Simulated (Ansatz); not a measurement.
# C₃H₅FO₂Zr: vertical ionisation energy

An exercise on one series of results from a longer session: the logs are not shown, and one member is left open.

Computed with Ansatz 0.2.0, Gaussian basis. Level: unrestricted cation, the program's frozen cores in correlated methods.

Plan: UKS PBE-D4/def2-TZVPP; UKS r2SCAN-D4/def2-TZVPP; UKS PBE0-D4/def2-TZVPP; UKS B3LYP-D4/def2-TZVPP; UKS wB97X-V/def2-TZVPP; UKS wB97M-V/def2-TZVPP; UKS B2PLYP/def2-TZVPP; UHF-CCSD(T)/def2-TZVPP; UHF-MP2/def2-QZVPP; extrapolation to the limit; then −ε(HOMO) from the neutral's earlier runs with LDA (SPW92), PBE-D4, revPBE-D4, BLYP-D4, r2SCAN-D4, B97M-V, PBE0-D4, B3LYP-D4, r2SCANh-D4, r2SCAN0-D4, HSE06-D4, BHLYP-D4, CAM-B3LYP-D4, LC-ωPBE, ωB97X-V, ωB97M-V.

### Structure used throughout

An earlier PBE0-D4 in a triple-zeta def2 set relaxation fixed the geometry. Zr takes the def2 core potential; no spin-orbit term is included.

SMILES `C#[C][Zr]([OH])([F])[O]C`, 12 atoms, charge 0, spin multiplicity 1.

Atoms are counted from 1 here; the program's logs count them from 0.

Bond lengths: C1–C2 1.215 Å, C1–H8 1.067 Å, C2–Zr3 2.206 Å, Zr3–O4 1.911 Å, Zr3–F5 1.913 Å, Zr3–O6 1.896 Å, O4–H9 0.953 Å, O6–C7 1.392 Å, C7–H10 1.094 Å, C7–H11 1.094 Å, C7–H12 1.094 Å. Angles: C2–C1–H8 179.9°, C1–C2–Zr3 178.8°, C2–Zr3–O4 108.6°, C2–Zr3–F5 110.2°, C2–Zr3–O6 106.7°, O4–Zr3–F5 110.3°, O4–Zr3–O6 111.7°, F5–Zr3–O6 109.3°, Zr3–O4–H9 166.1°, Zr3–O6–C7 175.3°, O6–C7–H10 110.5°, O6–C7–H11 110.3°, O6–C7–H12 110.0°, H10–C7–H11 108.7°, H10–C7–H12 108.6°, H11–C7–H12 108.6°.

Set-up of the first run:

The input, in.yaml:

```yaml
crystal:
  periodic: [false, false, false]
  atoms:
    - {symbol: C, position_ang: [-0.262333, -3.130463, 1.205306]}
    - {symbol: C, position_ang: [-0.275661, -1.918502, 1.117958]}
    - {symbol: Zr, position_ang: [-0.282342, 0.284750, 1.001358]}
    - {symbol: O, position_ang: [-2.092940, 0.893000, 1.060988]}
    - {symbol: F, position_ang: [0.715638, 1.025546, 2.455608]}
    - {symbol: O, position_ang: [0.558308, 0.744968, -0.634154]}
    - {symbol: C, position_ang: [1.096523, 1.165972, -1.847033]}
    - {symbol: H, position_ang: [-0.250063, -4.194551, 1.283412]}
    - {symbol: H, position_ang: [-2.939863, 1.293977, 0.889517]}
    - {symbol: H, position_ang: [0.328149, 1.644004, -2.462531]}
    - {symbol: H, position_ang: [1.905507, 1.882534, -1.675863]}
    - {symbol: H, position_ang: [1.499078, 0.308766, -2.394575]}
basis:
  gaussian: {orbitals: def2-TZVPP}
total_charge: 1
magnetization: {spin_polarized: true, initial_magnetization: 1}
hamiltonian: {xc: pbe, dispersion: d4}
```

Among the steps run: Cation, UKS PBE-D4/def2-TZVPP; Cation, UKS r2SCAN-D4/def2-TZVPP; Cation, UKS PBE0-D4/def2-TZVPP; Cation, UKS B3LYP-D4/def2-TZVPP; Cation, UKS wB97X-V/def2-TZVPP; Cation, UKS wB97M-V/def2-TZVPP; Cation, UKS B2PLYP (frozen core)/def2-TZVPP; Cation, UHF-CCSD(T)/def2-TZVPP; Cation, UHF-MP2/def2-QZVPP.

One of the session's tables, all rows but one given; the rest of the session is left out.

For comparison, −ε(HOMO) of the neutral from earlier runs:

```
  functional  −ε(HOMO) (eV)
 LDA (SPW92)              ?
      PBE-D4           6.61
   revPBE-D4           6.54
     BLYP-D4           6.44
   r2SCAN-D4           6.87
      B97M-V           6.83
     PBE0-D4           7.85
    B3LYP-D4           7.59
  r2SCANh-D4           7.33
  r2SCAN0-D4           8.02
    HSE06-D4           7.44
    BHLYP-D4           8.90
CAM-B3LYP-D4           9.18
     LC-ωPBE          10.61
     ωB97X-V          10.20
     ωB97M-V          10.09
```

**Question.** Estimate the row for LDA (SPW92).

**Answer.** −ε(HOMO) (eV): 6.82. In the column «−ε(HOMO) (eV)» it lies between PBE-D4 (6.61) and B97M-V (6.83).

To keep in mind: The cation may have settled in a state other than its lowest; no search over hole states beyond the program's own was made.
